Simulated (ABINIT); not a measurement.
A run of ABINIT 10.8.3 (patched build) is set up as follows.

The input run.abi:

```
ndtset 2

pp_dirpath "./"
pseudos "Ta.GGA_PBE-JTH.xml, F.GGA_PBE-JTH.xml"

acell 3*1.0 Angstrom
rprim
     3.9012000000     0.0000000000     0.0000000000
     0.0000000000     3.9012000000     0.0000000000
     0.0000000000     0.0000000000     3.9012000000
ntypat 2
znucl 73 9
natom 4
typat 1 2 2 2
xred
     0.0000000000     0.0000000000     0.0000000000
     0.0000000000     0.0000000000     0.5000000000
     0.0000000000     0.5000000000     0.0000000000
     0.5000000000     0.0000000000     0.0000000000

ecut 28.0
pawecutdg 50.0

ixc -263267
usekden 1
pawxcdev 0

occopt 3
tsmear 0.05 eV

nstep 100

iomode 3
prtwf 0
prteig 0
prtebands 0
enunit 1
prtden1 1
prtkden1 1

kptopt1 1
ngkpt1 7 7 7
nshiftk1 1
shiftk1 0.0 0.0 0.0
nband1 21
tolvrs1 1.0e-7

iscf2 -2
getden2 1
getkden2 1
nband2 27
nbdbuf2 4
tolwfr2 1.0e-11
kptopt2 -5
ndivsm2 8
prteig2 1
kptbounds2
     0.0000000000     0.0000000000     0.0000000000
     0.0000000000     0.5000000000     0.0000000000
     0.5000000000     0.5000000000     0.0000000000
     0.0000000000     0.0000000000     0.0000000000
     0.5000000000     0.5000000000     0.5000000000
     0.0000000000     0.5000000000     0.0000000000
```

Potentials or basis: JTH PAW PBE v2.0.

Run with:

```bash
$ abinit run.abi > log 2>&1
```

Task: Estimate the band gap on the k mesh.

Result: None (metal or under the smearing width).

Task: Estimate the pressure.

Result: 19.2 GPa.

Levels at the corners of the path, in eV from the Fermi level:
| point | band 14 | band 15 | band 16 | band 17 | band 18 | band 19 | band 20 | band 21 |
| --- | --- | --- | --- | --- | --- | --- | --- | --- |
| Γ | -9.76 | -9.76 | -9.76 | -1.23 | -1.23 | -1.23 | -0.56 | 2.82 |
| X | -9.96 | -9.77 | -9.77 | -1.15 | 0.37 | 0.37 | 2.25 | 2.42 |
| M | -10.19 | -10.19 | -9.15 | 0.48 | 0.48 | 1.49 | 3.54 | 4.58 |
| Γ | -9.76 | -9.76 | -9.76 | -1.23 | -1.23 | -1.23 | -0.56 | 2.82 |
| R | -9.15 | -9.15 | -9.15 | 1.79 | 1.79 | 1.79 | 3.43 | 7.83 |
| X | -9.96 | -9.77 | -9.77 | -1.15 | 0.37 | 0.37 | 2.25 | 2.42 |

Caveat: the PAW data sets were made with another functional, which shifts forces and pressure a little; spin-orbit coupling is left out, which moves the levels of the heavy elements; the atomic spheres overlap.
